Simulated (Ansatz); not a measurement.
# ZnCu: further runs on the relaxed cell

The task here is to estimate one member of a computed series from the others.

Computed with Ansatz 0.2.0 (DFT PBE, scalar-relativistic, plane waves, PAW, unless a step's input says otherwise).

### The starting structure

It takes space group Pm-3m (No. 221, cubic). The conventional cell has a = 2.963 Å, b = 2.963 Å, c = 2.963 Å, α = 90.00°, β = 90.00°, γ = 90.00°. Around Zn (site symmetry m-3m) lie 8 Cu at 2.57 Å. Cu (site symmetry m-3m) has 8 Zn at 2.57 Å as nearest neighbours.

Coordinates:

```xyz
2
Lattice="2.9632 0.0000 0.0000 0.0000 2.9632 0.0000 0.0000 0.0000 2.9632" Properties=species:S:1:pos:R:3 pbc="T T T"
Zn    1.4816    1.4816    1.4816
Cu    0.0000    0.0000    0.0000
```

This cell was relaxed beforehand with the same method: volume 13.01 Å³/atom, gap on the mesh none (metal).

Set-up of the first run:

File input.yaml:

```yaml
crystal:
  lattice:
    - [2.945, 0.0, 0.0]
    - [0.0, 2.945, 0.0]
    - [0.0, 0.0, 2.945]
  atoms:
    - { symbol: Zn, position: [0.5, 0.5, 0.5] }
    - { symbol: Cu, position: [0.0, 0.0, 0.0] }
basis:
  ecutwfc: 420
kpoints:
  mp_grid: { grid: [14, 14, 14] }
hamiltonian:
  xc: pbe
scf:
  occupations: { method: gaussian, width: 0.1 }
output:
  forces: true
  stress: true
  eigenvalues: true
  populations: true
```

Command:

```bash
$ ansatz run input.yaml --threads 1 --pin off --max-ram 2560MiB --backend cpu --events-out ev --progress --plain --runs-dir out
```

Among the steps run: Back to the database's cell; The cell scaled to 0.97 of its volume; The cell scaled to 1.03 of its volume; The cell scaled to 0.94 of its volume; The cell scaled to 1.06 of its volume; The cell scaled to 0.91 of its volume; The cell scaled to 1.10 of its volume; Volume × 0.88.

One of the session's tables, all rows but one given; the rest of the session is left out.

It belongs to the step «Equation of state». 

| volume (Å³/atom) | energy above the lowest point (meV/atom) | pressure (GPa) |
| --- | --- | --- |
| 11.448 | 87.2 | 20.29 |
| 11.838 | 45.9 | 13.79 |
| 12.228 | 19.1 | 8.35 |
| 12.619 | ? | ? |
| 13.009 | 0.0 | 0.02 |
| 13.399 | 4.0 | -3.15 |
| 13.790 | 15.0 | -5.79 |
| 14.310 | 38.6 | -8.63 |

**Question.** Estimate the row for volume (Å³/atom) = 12.619.

Worked estimate for «energy above the lowest point (meV/atom)». A straight line through the neighbours (12.228, 19.1) and (13.009, 0.0) gives 19.1 + (0.0 − 19.1) × (12.619 − 12.228) / (13.009 − 12.228) = 9.5; a parabola fitted to 4 rows on both sides gives 4.4.

**Answer.** energy above the lowest point (meV/atom): 4.5; pressure (GPa): 3.81. In «energy above the lowest point (meV/atom)» the line misses by +5.0 and the parabola by -0.1.
